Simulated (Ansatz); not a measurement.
**CH6BNOSe: one species, many methods**

One table from this session's results is given with a row withheld; the runs are named, their logs left out.

The runs use Ansatz 0.2.0, Gaussian basis; functionals in def2-TZVPP, the program's frozen cores in correlated methods.

Levels to be run: LDA (SPW92), PBE-D4, revPBE-D4, BLYP-D4, r2SCAN-D4, B97M-V, PBE0-D4, B3LYP-D4, r2SCANh-D4, r2SCAN0-D4, HSE06-D4, BHLYP-D4, CAM-B3LYP-D4, LC-ωPBE, ωB97X-V, ωB97M-V, B2PLYP, PBE-QIDH; CCSD(T)/def2-SVP; CCSD(T)/def2-TZVPP; MP2/def2-QZVPP; extrapolation to the limit; RPA on PBE.

**The geometry**

An earlier PBE0-D4 in a triple-zeta def2 set relaxation fixed the geometry.

SMILES `NCB(O)[SeH]`, 11 atoms, charge 0, spin multiplicity 1.

Atoms are counted from 1 here; the program's logs count them from 0.

Bond lengths: N1–C2 1.476 Å, N1–H6 1.014 Å, N1–H7 1.014 Å, C2–B3 1.575 Å, C2–H8 1.093 Å, C2–H9 1.095 Å, B3–O4 1.357 Å, B3–Se5 1.964 Å, O4–H10 0.959 Å, Se5–H11 1.471 Å. Angles: C2–N1–H6 110.1°, C2–N1–H7 109.9°, H6–N1–H7 106.5°, N1–C2–B3 110.3°, N1–C2–H8 108.1°, N1–C2–H9 108.0°, B3–C2–H8 113.4°, B3–C2–H9 110.5°, H8–C2–H9 106.2°, C2–B3–O4 118.3°, C2–B3–Se5 117.7°, O4–B3–Se5 123.8°, B3–O4–H10 115.3°, B3–Se5–H11 97.6°.

The first run:

The input, in.yaml:

```yaml
crystal:
  periodic: [false, false, false]
  atoms:
    - {symbol: N, position_ang: [-1.313959, 0.691371, 1.098534]}
    - {symbol: C, position_ang: [-0.077924, -0.114143, 1.129654]}
    - {symbol: B, position_ang: [0.548712, -0.210436, -0.311742]}
    - {symbol: O, position_ang: [1.211842, 0.868460, -0.799059]}
    - {symbol: Se, position_ang: [0.205914, -1.842273, -1.349996]}
    - {symbol: H, position_ang: [-1.994108, 0.262180, 0.481315]}
    - {symbol: H, position_ang: [-1.117294, 1.609586, 0.717232]}
    - {symbol: H, position_ang: [-0.317691, -1.087960, 1.564271]}
    - {symbol: H, position_ang: [0.621874, 0.365714, 1.821547]}
    - {symbol: H, position_ang: [1.501859, 0.793638, -1.710565]}
    - {symbol: H, position_ang: [0.796172, -1.393141, -2.620491]}
basis:
  gaussian: {orbitals: def2-TZVPP}
hamiltonian: {xc: lda}
output: {orbitals: {seedname: orbitals}}
```

Among the steps run: LDA; PBE-D4 (GGA); revPBE-D4 (GGA); BLYP-D4 (GGA); r2SCAN-D4 (meta-GGA); B97M-V (meta-GGA); PBE0-D4 (hybrid); B3LYP-D4 (hybrid); r2SCANh-D4 (hybrid); r2SCAN0-D4 (hybrid); HSE06-D4 (hybrid); BHLYP-D4 (hybrid); CAM-B3LYP-D4 (range-separated); LC-ωPBE (range-separated); ωB97X-V (range-separated); ωB97M-V (range-separated); B2PLYP (double hybrid); PBE-QIDH (double hybrid).

One of the session's tables, all rows but one given; the rest of the session is left out.

It belongs to the step «Frontier levels by functional». 

```
  functional  HOMO (eV)  gap (eV)
 LDA (SPW92)      -5.36      4.07
      PBE-D4      -5.24      4.21
   revPBE-D4      -5.19      4.27
     BLYP-D4      -5.13      4.20
   r2SCAN-D4      -5.52      4.82
      B97M-V      -5.66      4.90
     PBE0-D4      -6.65      6.54
    B3LYP-D4      -6.42      6.01
  r2SCANh-D4      -6.05      5.67
  r2SCAN0-D4      -6.85      6.94
    HSE06-D4      -6.24      5.76
    BHLYP-D4      -7.99      8.64
CAM-B3LYP-D4          ?         ?
     LC-ωPBE      -9.42     11.48
     ωB97X-V      -9.08     10.94
     ωB97M-V      -8.98     10.53
```

**Question.** Estimate the row for CAM-B3LYP-D4.

The run gave: HOMO (eV): -8.06; gap (eV): 8.84. In the column «HOMO (eV)» it lies between ωB97M-V (-8.98) and BHLYP-D4 (-7.99).
